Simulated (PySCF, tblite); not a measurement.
**C4H6NPSi: infrared bands and NMR shifts**

What infrared bands and NMR shifts should C4H6NPSi (`[SiH3]c1cpccn1`) show?

The runs use tblite 0.8.0 and PySCF 2.14.0, with density-fitted response routines of our own; the level of theory stands in each step. All values are computed, except where a source is named. Atoms are numbered from 0 throughout.

## (1) The starting structure

13 atoms, charge 0, multiplicity 1; geometry from: GFN2-xTB.

Bonds of the start (Å): Si0–C1 1.90, C1–C2 1.38, C2–P3 1.74, P3–C4 1.74, C4–C5 1.38, C5–N6 1.32, N6–C1 1.33, Si0–H7 1.46, Si0–H8 1.47, Si0–H9 1.46, C2–H10 1.08, C4–H11 1.08, C5–H12 1.09.

## (2) Vibrational analysis with GFN2-xTB

The job: settings as JSON, then the geometry in Å.

```
{"job": {"kind": "ir", "xc": "GFN2-xTB", "basis": "xTB"}, "charge": 0, "multiplicity": 1}
Si     2.250162    -0.413777     0.428168
C      0.449881    -0.025656    -0.032655
C      0.084980     0.590365    -1.217975
P     -1.543931     0.966349    -1.683355
C     -2.355994     0.348595    -0.279793
C     -1.699655    -0.234256     0.786724
N     -0.399290    -0.414735     0.914607
H      2.570509     0.303471     1.659966
H      3.109907     0.044812    -0.668090
H      2.374176    -1.859050     0.601404
H      0.871887     0.860994    -1.911665
H     -3.434861     0.428281    -0.245274
H     -2.282160    -0.594906     1.630210
```

**Question.** This job is followed by: GIAO PBE0/pcSseg-1 NMR shielding, non-relativistic, gas phase. Predict these results of the whole session: strongest single infrared mode (GFN2-xTB); zero-point energy (GFN2-xTB); 13C shifts against TMS (PBE0/pcSseg-1); 1H shifts against TMS (PBE0/pcSseg-1, means over atoms taken as alike); 29Si shifts against TMS (PBE0/pcSseg-1); 31P shifts against H3PO4 (PBE0/pcSseg-1); 15N shifts against NH3 (PBE0/pcSseg-1).

As calculated:

```
                                                              quantity                           value
                             strongest single infrared mode (GFN2-xTB)            784 cm⁻¹, 460 km/mol
                                          zero-point energy (GFN2-xTB)                   52.1 kcal/mol
                                13C shifts against TMS (PBE0/pcSseg-1)  170.0, 164.2, 156.0, 154.6 ppm
1H shifts against TMS (PBE0/pcSseg-1, means over atoms taken as alike)      9.47, 9.43, 8.86, 4.59 ppm
                               29Si shifts against TMS (PBE0/pcSseg-1)                       -68.7 ppm
                              31P shifts against H3PO4 (PBE0/pcSseg-1)                       264.2 ppm
                                15N shifts against NH3 (PBE0/pcSseg-1)                       377.8 ppm
```

In words: No mode is imaginary among the 33: a minimum at this level. The strongest single mode, at 784 cm⁻¹, has its largest shares on H8, H7 and H9 (the list is cut at 3 atoms). GFN2-xTB is a fitted tight-binding method: band positions and strengths are rough. Its intensities can rank the bands wrongly. At PBE0/pcSseg-1: Shielding is most anisotropic at P3 (span 828 ppm, paramagnetic term -913 ppm). NICS(1)zz of -26 ppm above the planar ring from C1 marks a diatropic (aromatic) ring current.
